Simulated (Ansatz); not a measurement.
# ClH₃InOSi radical: small, medium and large basis sets

An exercise on one series of results from a longer session: the logs are not shown, and one member is left open.

Computed with Ansatz 0.2.0, Gaussian basis. Level: one geometry, several basis sets.

The runs, in order: PBE0-D4/def2-SVP; ωB97M-V/def2-SVP; PBE0-D4/def2-QZVPP; ωB97M-V/def2-QZVPP; the functionals' def2-TZVPP values are taken from earlier runs.

## The geometry

All runs share one geometry, relaxed beforehand with PBE0-D4 in a triple-zeta def2 set. In takes the def2 core potential; no spin-orbit term is included.

7 atoms, charge 0, spin multiplicity 2.

Atoms are counted from 1 here; the program's logs count them from 0.

Bond lengths: Si1–O2 1.634 Å, Si1–H5 1.491 Å, Si1–H6 1.486 Å, Si1–H7 1.491 Å, O2–In3 1.993 Å, In3–Cl4 2.351 Å. Angles: O2–Si1–H5 111.6°, O2–Si1–H6 108.5°, O2–Si1–H7 111.6°, H5–Si1–H6 108.8°, H5–Si1–H7 107.5°, H6–Si1–H7 108.8°, Si1–O2–In3 137.3°, O2–In3–Cl4 115.6°.

Set-up of the first run:

The input, in.yaml:

```yaml
crystal:
  periodic: [false, false, false]
  atoms:
    - {symbol: Si, position_ang: [0.016641, 1.144586, 0.460803]}
    - {symbol: O, position_ang: [0.203740, -0.441612, 0.114498]}
    - {symbol: In, position_ang: [-0.437594, -1.723263, -1.270572]}
    - {symbol: Cl, position_ang: [0.330711, -3.933153, -1.041243]}
    - {symbol: H, position_ang: [0.496203, 2.009490, -0.655325]}
    - {symbol: H, position_ang: [0.803741, 1.457842, 1.681947]}
    - {symbol: H, position_ang: [-1.413431, 1.486119, 0.709903]}
basis:
  gaussian: {orbitals: def2-SVP}
magnetization: {spin_polarized: true, initial_magnetization: 1}
hamiltonian: {xc: pbe0, dispersion: d4}
output: {orbitals: {seedname: orbitals}}
```

Command:

```bash
$ ansatz run in.yaml --threads 4 --pin off --events-out ev --progress --plain --max-ram 10444MiB
```

Among the steps run: PBE0-D4 in def2-SVP; ωB97M-V in def2-SVP; PBE0-D4 in def2-QZVPP; ωB97M-V in def2-QZVPP.

One table of the session follows, with a row left open; its other results are not shown here.

It belongs to the step «Functionals by basis». 

```
functional       basis  HOMO (eV)  LUMO (eV)
   PBE0-D4    def2-SVP      -6.95      -4.24
   PBE0-D4  def2-TZVPP      -7.04      -4.32
   PBE0-D4  def2-QZVPP          ?          ?
   ωB97M-V    def2-SVP      -8.97      -2.53
   ωB97M-V  def2-TZVPP      -9.10      -2.66
   ωB97M-V  def2-QZVPP      -9.12      -2.71
```

**Question.** Estimate the row for PBE0-D4, def2-QZVPP.

As computed: HOMO (eV): -7.06; LUMO (eV): -4.34. In the column «HOMO (eV)» it lies between ωB97M-V, def2-SVP (-8.97) and PBE0-D4, def2-TZVPP (-7.04).
